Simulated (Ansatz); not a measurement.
Here is an Ansatz 0.2.0 calculation.

The input input.yaml:

```yaml
crystal:
  lattice:
    - [2.4561701622, 0.0, 0.0]
    - [-1.2280850811, 2.1271057565, 0.0]
    - [0.0, 0.0, 23.52380336]
  atoms:
    - { symbol: C, position: [0.33333333, 0.66666666, 0.3188259945] }
    - { symbol: C, position: [0.66666667, 0.33333334, 0.3188259945] }
    - { symbol: C, position: [0.33333333, 0.66666666, 0.6811740055] }
    - { symbol: C, position: [0.66666667, 0.33333334, 0.6811740055] }
kpoints:
  mp_grid: { grid: [12, 12, 1] }
scf:
  occupations: { method: fermi_dirac, width: 0.05 }
hamiltonian:
  xc: lda
  pseudopotentials: { kind: all_electron, lapw: { basis_error: 0.002 } }
output:
  forces: true
  stress: true
  eigenvalues: true
```

Potentials or basis: all-electron LAPW, scalar-relativistic.

Command:

```console
$ ansatz run input.yaml --threads 4 --pin off --max-ram 14336MiB --backend cpu --events-out ev --progress --plain --runs-dir out
```

(1) What does it give for the work function?

(2) What does it give for the band gap on the k mesh?

## Answers

(1) 4.52 eV.

(2) none (metal or under the smearing width).
